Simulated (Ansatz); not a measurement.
# AlBH7NO: the cost of one run

Program: Ansatz 0.2.0. Level of theory: RKS BLYP-D4/6-31G*. These are calculated values, not measurements.

## (1) Starting point

Bond lengths: B1–H3 1.190 Å, B1–N4 1.550 Å, N4–H5 1.060 Å, N4–H6 1.060 Å, B1–O7 1.710 Å, O7–Al8 1.780 Å, Al8–H9 1.560 Å, Al8–H10 1.560 Å. Angles: H3–B1–N4 120.0°, H3–B1–O7 105.4°, N4–B1–O7 92.8°, B1–N4–H5 120.0°, B1–N4–H6 120.0°, H5–N4–H6 120.0°, B1–O7–Al8 125.0°, O7–Al8–H9 120.0°, O7–Al8–H10 120.0°, H9–Al8–H10 120.0°.

Coordinates:

```xyz
11

B     0.0000    0.0000    0.0000
H     0.0000    0.0000    1.5400
H     1.0305    0.0000   -0.5950
N    -1.3423    0.0000   -0.7750
H    -2.0112   -0.8164   -0.6764
H    -1.5914    0.8164   -1.4036
O    -0.2139    1.6086    0.5392
Al   -1.7146    2.5509    0.3706
H    -2.9671    1.9092   -0.3024
H    -1.7772    4.0185    0.8959
H    -0.1135    0.8538    1.5370
```

## (2) A restrained relaxation towards end A

Springs on the bonds that form and break draw the guess towards this end; the thresholds are loose.

input.yaml reads:

```yaml
crystal:
  periodic: [false, false, false]
  atoms:
    - { symbol: B, position_ang: [0.0, 0.0, 0.0] }
    - { symbol: H, position_ang: [0.0, 0.0, 1.54] }
    - { symbol: H, position_ang: [1.0305, 0.0, -0.595] }
    - { symbol: "N", position_ang: [-1.3423, 0.0, -0.775] }
    - { symbol: H, position_ang: [-2.0112, -0.8164, -0.6764] }
    - { symbol: H, position_ang: [-1.5914, 0.8164, -1.4036] }
    - { symbol: O, position_ang: [-0.2139, 1.6086, 0.5392] }
    - { symbol: Al, position_ang: [-1.7146, 2.5509, 0.3706] }
    - { symbol: H, position_ang: [-2.9671, 1.9092, -0.3024] }
    - { symbol: H, position_ang: [-1.7772, 4.0185, 0.8959] }
    - { symbol: H, position_ang: [-0.1135, 0.8538, 1.537] }
basis:
  gaussian: { orbitals: "6-31G*" }
hamiltonian:
  xc: blyp
  dispersion: d4
relax:
  f_tol: 0.15
  max_steps: 25
  restrain:
    - { distance: [0, 6], at: 2.61, k: 30.0 }
    - { distance: [10, 1], at: 1.86, k: 30.0 }
    - { distance: [0, 1], at: 1.19, k: 30.0 }
    - { distance: [10, 6], at: 1.01, k: 30.0 }
output:
  orbitals: {}
```

Run with:

```bash
> ansatz run input.yaml --threads 1 --pin off --max-ram 2048MiB --backend cpu --events-out ev --progress --plain --runs-dir out
```

**Question.** How long does this run take on 1 thread of Arm Neoverse V2, shared host, and how much memory does it need?

About 50 s, with a peak of 0.15 GiB.
